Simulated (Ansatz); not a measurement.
# Two attempts at C8H8O (4-vinylphenol)

Aim: a single-point energy of C8H8O (4-vinylphenol) at revPBE0/aug-pcseg-1 (density fitting with def2-universal-jkfit, accuracy low, 1 point charge, start density atoms).

Program for the calculation: Ansatz 0.2.0.

2 further runs of the same task are left out: 1 that didn't finish, 1 set aside as unsound or not needed. Runs told in other sessions of the task aren't counted.

### Step 1. The molecule

C8H8O: 17 atoms, total charge 0, spin state singlet. SMILES: `Oc1ccc(C=C)cc1`. The coordinates come from a PBE0-D4/def2-TZVP relaxation. This is one conformer, not always the lowest.

Some bond lengths: O1–C2 1.355 Å, C2–C3 1.392 Å, C3–C4 1.381 Å, C4–C5 1.396 Å, C5–C6 1.461 Å, C6–C7 1.331 Å, C5–C8 1.396 Å, C2–C9 1.388 Å, C8–C9 1.382 Å, O1–H10 0.961 Å, C3–H11 1.086 Å, C4–H12 1.084 Å, C6–H13 1.088 Å, C7–H14 1.084 Å, C7–H15 1.083 Å, C8–H16 1.085 Å. Some angles: O1–C2–C3 122.5°, O1–C2–C9 117.9°, C3–C2–C9 119.6°, C2–C3–C4 120.2°, C3–C4–C5 121.3°, C4–C5–C6 123.3°, C4–C5–C8 117.4°, C6–C5–C8 119.3°, C5–C6–C7 127.6°, C5–C8–C9 122.0°.

### Step 2. First attempt

File molecule.yaml:

```yaml
basis:
  gaussian:
    orbitals: aug-pcseg-1.json
    fitting: {mean_field: def2-universal-jkfit}
    final_grid: {core_spheres: 5, valence_spheres: 4, degree: 11}
    point_charges: [{charge: 0.5, position_ang: [-2.4245, 5.8847, -4.8207]}]
crystal:
  periodic: [false, false, false]
  atoms:
    - {symbol: O, position_ang: [2.804890, -0.793520, 1.888500]}
    - {symbol: C, position_ang: [1.685650, -0.477460, 1.193700]}
    - {symbol: C, position_ang: [1.650930, -0.452120, -0.197940]}
    - {symbol: C, position_ang: [0.483310, -0.123120, -0.857410]}
    - {symbol: C, position_ang: [-0.682120, 0.189730, -0.156160]}
    - {symbol: C, position_ang: [-1.940340, 0.543240, -0.808620]}
    - {symbol: C, position_ang: [-2.182260, 0.624140, -2.114990]}
    - {symbol: C, position_ang: [-0.621420, 0.157410, 1.238140]}
    - {symbol: C, position_ang: [0.539340, -0.169810, 1.913030]}
    - {symbol: H, position_ang: [3.518460, -0.983320, 1.273120]}
    - {symbol: H, position_ang: [2.545830, -0.692150, -0.765140]}
    - {symbol: H, position_ang: [0.482320, -0.110540, -1.941030]}
    - {symbol: H, position_ang: [-2.757200, 0.760770, -0.123600]}
    - {symbol: H, position_ang: [-1.424410, 0.423120, -2.864100]}
    - {symbol: H, position_ang: [-3.163630, 0.898570, -2.480830]}
    - {symbol: H, position_ang: [-1.513500, 0.396650, 1.807940]}
    - {symbol: H, position_ang: [0.574140, -0.191570, 2.995380]}
scf: {omitted_lower_state_checks: [increment]}
hamiltonian: {xc: {name: revPBE0}, pseudopotentials: {relativity: spin_orbit}}
accuracy: low
```

The run is started by

```console
$ ansatz run molecule.yaml --threads 1 --pin off --max-ram 3480MiB --events-out events.jsonl --progress --plain --runs-dir runs
```

Output:

```text
Error: YAML parse error: error: line 28 column 67: unknown variant `spin_orbit`, expected one of scalar, none
  --> <input>:28:66
   |
26 | …  - {symbol: H, position_ang: [0.574140, -0.191570, 2.995380]}
27 | …f: {omitted_lower_state_checks: [increment]}
28 | …miltonian: {xc: {name: revPBE0}, pseudopotentials: {relativity: spin_orbit}}
   |                                                                  ^ unknown variant `spin_orbit`, expected one of scalar, none
29 | …curacy: low
   |
```

Wall time 0.02 s (1 thread of Arm Neoverse V2, shared host).

### Step 3. Reading the log

The input was rejected.

The log says `|                                                                  ^ unknown variant 'spin_orbit', expected one of scalar, none`. The fault: the input holds a word that the program doesn't know. To mend it: relativity none in place of spin_orbit.

### Step 4. Second attempt

Changes to molecule.yaml since step 2:

```diff
@@ -27,3 +27,3 @@
 scf: {omitted_lower_state_checks: [increment]}
-hamiltonian: {xc: {name: revPBE0}, pseudopotentials: {relativity: spin_orbit}}
+hamiltonian: {xc: {name: revPBE0}, pseudopotentials: {relativity: none}}
 accuracy: low
```

The basis set aug-pcseg-1 is read from a file made from the Basis Set Exchange's data (not shown).

The run is started by

```console
$ ansatz run molecule.yaml --threads 1 --pin off --max-ram 3480MiB --events-out events.jsonl --progress --plain --runs-dir runs
```

Output:

```text
Warning: RAYON_NUM_THREADS=1 ignored (pool sized by the plan → 1); use --threads N
Functional definition: revPBE0
  name "revPBE0"
  parameter a = 0.25
  parameter kappa = 1.245
  parameter beta = 0.06672455060314922
  exchange = (1 - a)*pbe_x(kappa = kappa, mu = beta*pi^2/3) + a*exact_x
  correlation = pbe_c(beta = beta)
these checks for a lower state are left out or cut short: increment
821 factors; integrals over basis functions are off by at most 2.0e-1 eV
mean field evaluation 1: about -10452.6165 eV, gradient 7.4e1 eV
mean field evaluation 2: about -10448.6720 eV, gradient 8.3e1 eV
mean field evaluation 4: about -10466.4147 eV, gradient 8.2e0 eV
mean field evaluation 8: about -10466.5027 eV, gradient 1.0e0 eV
mean field evaluation 16: about -10466.5059 eV, gradient 1.3e-3 eV
mean field -10466.50588767 eV, -384.6369969192 hartree, gradient 2.9e-5 eV, S^2 0.000000; 0 other end points of the search recorded, 0 dependent functions left out
reference -10466.50599239 eV, -384.6370007676 hartree; 32, 32 occupied and 247, 247 virtual orbitals, 821 factors
Total energy: -10466.50599239 eV, -384.6370007676 hartree
Checks for a lower state left out: increment
```

Wall time 14 s (1 thread of Arm Neoverse V2, shared host); peak memory 0.54 GiB.

### Step 5. Summary of results

Level: revPBE0/aug-pcseg-1 (density fitting with def2-universal-jkfit, accuracy low, 1 point charge, start density atoms).

| quantity | value |
| --- | --- |
| total energy | -384.63700 Eh |

In words: The accuracy setting is loose, so the last digits carry no meaning.
